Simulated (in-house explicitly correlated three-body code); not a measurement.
# Two electrons around a charge of +2.3: exact states and exact Kohn–Sham parts

One table from this session's results is given with a row withheld; the runs are named, their logs left out.

Program: in-house explicitly correlated three-body code version 1. Level of theory: two electrons, non-relativistic, variational in exponentially correlated functions. These are calculated values, not measurements, unless marked.

### Starting point

* charge of the centre: +2.3
* mass of the centre: infinite
* interactions: Coulomb
* basis: 260 functions exp(−a r1 − b r2 − g r12) a state, exponent ranges optimised
* units: hartree and bohr; relativity and QED are left out

The first run:

Settings:

```ini
Z = 2.3
interaction_strength = 1.0
functions = 260
states_tried = 13
```

Command:

```sh
$ python run_hyl.py task.json out
```

One table of the session follows, with a row left open; its other results are not shown here.

It belongs to the step «Levels». 

```
state  binding (eV)  excitation (eV)  ⟨r12⟩ (bohr)
 1 ¹S       37.0529                0         1.190
 2 ³S       7.60362          29.4492         3.632
 2 ¹S       6.48618          30.5667         4.195
 2 ³P       6.11537          30.9375         3.651
 2 ¹P       5.68165          31.3712         3.972
 3 ³S       3.04645          34.0064         8.777
 3 ¹S             ?                ?             ?
 3 ³P       2.66650          34.3864         9.208
 3 ¹P       2.53278          34.5201         9.738
 4 ³S       1.63531          35.4176         16.27
 4 ¹S       1.52071          35.5321         17.48
 4 ³P       1.48436          35.5685         17.12
 4 ¹P       1.42756          35.6253         17.83
```

**Question.** Estimate the row for 3 ¹S.

**Answer.** binding (eV): 2.75832; excitation (eV): 34.2945; ⟨r12⟩ (bohr): 9.668. In the column «binding (eV)» it lies between 3 ³P (2.66650) and 3 ³S (3.04645).
